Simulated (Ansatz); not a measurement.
# a series on the Fe3Al structure: Ta3W, Ta3Re, Ta3Au: a table of relaxed lattice constants and trends

Program: Ansatz 0.2.0, Python API.

Run as a notebook:

In [1]:
```python
import warnings

import ansatz as az
import numpy as np
from tabulate import tabulate
```

In [2]:
```python
CUTOFF = 460
K_SPACING = 0.27
FILLING = 'cold'
WIDTH_EV = 0.05
```

In [3]:
```python
def fe3al(a_site, b_site, a):
    return (
        az.Lattice.fcc(a)
        .space_group(225)
        .atom(a_site, (0, 0, 0))
        .atom(b_site, (0.5, 0.5, 0.5))
        .atom(b_site, (0.25, 0.25, 0.25))
        .primitive()
    )


def ground_state(name, crystal, relax=True):
    calc = (
        crystal.calculation()
        .functional(az.Functional.PBESOL)
        .basis(CUTOFF)
        .kpoints(spacing=K_SPACING)
        .occupations(FILLING, width=WIDTH_EV)
        .stress()
        .band_table()
    )
    if relax:
        calc = calc.relax(force_tolerance=0.02, cell=True)
    return calc.run()

def bulk_modulus(name, outcome, step=0.015):
    # B = -V dP/dV from the pressures of two uniformly scaled cells, atoms held at their fractions
    pressure = []
    for factor in (1 - step, 1.0, 1 + step):
        cell = az.Crystal(lattice=az.Lattice.of(outcome.lattice.cell_ang * factor ** (1 / 3)))
        for site in outcome.report['lattice']['sites']:
            cell = cell.atom(site['symbol'], site['position_frac'])
        pressure.append(np.trace(ground_state(name, cell, relax=False).report['stress_gpa']) / 3)
    slope, bend = (pressure[0] - pressure[2]) / (2 * step), abs(pressure[0] + pressure[2] - 2 * pressure[1])
    # a jump of mesh or basis between the cells shows as a kink: no modulus then
    return float(slope) if bend < 12 * step**2 * abs(slope) + 0.15 and abs(pressure[1]) < 1.5 else float('nan')

def relaxed_twice(name, crystal):
    # the second pass draws mesh and plane waves anew for the relaxed cell
    first = ground_state(name, crystal)
    again = az.Crystal(lattice=az.Lattice.of(first.lattice.cell_ang))
    for site in first.report['lattice']['sites']:
        again = again.atom(site['symbol'], site['position_frac'])
    return ground_state(name, again)
```

In [4]:
```python
def volume_per_atom(outcome):
    return abs(np.linalg.det(outcome.lattice.cell_ang)) / len(outcome.lattice.sites)
```

In [5]:
```python
# the lattice constants below are starting guesses
warnings.simplefilter('ignore', az.DeckWarning)
```

In [6]:
```python
phases = {}
phases['Ta3W'] = fe3al('W', 'Ta', 6.7)
phases['Ta3Re'] = fe3al('Re', 'Ta', 6.48)
phases['Ta3Au'] = fe3al('Au', 'Ta', 6.17)
```

In [7]:
```python
done = {}
for name, crystal in phases.items():
    try:
        done[name] = relaxed_twice(name, crystal)
    except az.NonConvergedError as error:
        print(name, 'did not converge:', str(error)[:120])
```

In [8]:
```python
rows = [(name, (4 * len(o.lattice.sites) * volume_per_atom(o)) ** (1 / 3), volume_per_atom(o), bulk_modulus(name, o)) for name, o in done.items()]
print(tabulate(rows, headers=['compound', 'a (A)', 'V (A^3/atom)', 'B (GPa)'], floatfmt='.4f', tablefmt='github'))
```
```text
| compound   |   a (A) |   V (A^3/atom) |   B (GPa) |
|------------|---------|----------------|-----------|
| Ta3W       |  6.4865 |        17.0575 |  237.8790 |
| Ta3Re      |  6.4284 |        16.6032 |  250.1893 |
| Ta3Au      |  6.5229 |        17.3464 |  213.5460 |
```

From smallest to largest: Ta3Re (16.60 Å³), Ta3W (17.06 Å³) and Ta3Au (17.35 Å³). The largest is 4 % above the smallest.

Caveats:
- For the metals among these phases the mesh is modest: differences between phases can be off by up to 40 meV an atom.
- The bulk modulus is taken at fixed shape and positions, an upper value where these are free.
- Pressure is positive in compression.
- Spin-orbit coupling, which matters for elements this heavy, is left out.
- The cells are built on a prototype by substitution; a member may or may not take this structure in nature.
- It ran for 81 s on 1 thread of Arm Neoverse V2, on a shared host, peak memory 0.48 GiB.

(Lines on the test bed's own set-up are left out of the output.)
